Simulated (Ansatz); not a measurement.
# ClF4H3OW: the cost of one run

All numbers below are computed with Ansatz 0.2.0 (RKS B3LYP-D4/def2-SVP).

### Step 1. Starting point

Bond lengths: W1–F2 2.200 Å, W1–H3 1.720 Å, W1–Cl4 2.390 Å, W1–F5 1.850 Å, W1–F6 1.850 Å, W1–F7 1.850 Å, W1–O8 2.240 Å, Cl4–O8 1.844 Å, O8–H9 1.010 Å, W1–H10 2.250 Å. Angles (14 of 32 angles, heavy atoms first): F2–W1–Cl4 90.0°, F2–W1–F5 90.0°, F2–W1–F6 90.0°, F2–W1–F7 180.0°, F2–W1–O8 71.6°, Cl4–W1–F5 90.0°, Cl4–W1–F6 180.0°, Cl4–W1–F7 90.0°, Cl4–W1–O8 46.8°, F5–W1–F6 90.0°, F5–W1–F7 90.0°, F5–W1–O8 131.1°, F6–W1–F7 90.0°, F6–W1–O8 133.2°.

Structure file:

```xyz
10

W     0.0000    0.0000    0.0000
F     0.0000    0.0000    2.2000
H     1.7200    0.0000    0.0000
Cl    0.0000    2.3900    0.0000
F    -1.8500    0.0000    0.0000
F     0.0000   -1.8500    0.0000
F     0.0000    0.0000   -1.8500
O     1.4721    1.5335    0.7063
H     2.2027    1.0805    1.2365
H     0.8771    0.9137    1.8599
```

### Step 2. Pulling towards end A

Springs on the bonds that form and break draw the guess towards this end; the thresholds are loose.

Input file input.yaml:

```yaml
crystal:
  periodic: [false, false, false]
  atoms:
    - { symbol: W, position_ang: [0.0, 0.0, 0.0] }
    - { symbol: F, position_ang: [0.0, 0.0, 2.2] }
    - { symbol: H, position_ang: [1.72, 0.0, 0.0] }
    - { symbol: Cl, position_ang: [0.0, 2.39, 0.0] }
    - { symbol: F, position_ang: [-1.85, 0.0, 0.0] }
    - { symbol: F, position_ang: [0.0, -1.85, 0.0] }
    - { symbol: F, position_ang: [0.0, 0.0, -1.85] }
    - { symbol: O, position_ang: [1.4721, 1.5335, 0.7063] }
    - { symbol: H, position_ang: [2.2027, 1.0805, 1.2365] }
    - { symbol: H, position_ang: [0.8771, 0.9137, 1.8599] }
basis:
  gaussian: { orbitals: def2-SVP }
hamiltonian:
  xc: b3lyp
  dispersion: d4
relax:
  f_tol: 0.15
  max_steps: 25
  restrain:
    - { distance: [0, 7], at: 3.14, k: 30.0 }
    - { distance: [9, 1], at: 2.12, k: 30.0 }
    - { distance: [0, 1], at: 1.85, k: 30.0 }
    - { distance: [9, 7], at: 1.01, k: 30.0 }
```

Launch:

```console
$ ansatz run input.yaml --threads 4 --pin off --max-ram 5120MiB --backend cpu --events-out ev --progress --plain --runs-dir out
```

**Question.** How long does this run take on 4 threads of Arm Neoverse V2, shared host, and how much memory does it need?

About 74 s, with a peak of 0.41 GiB.
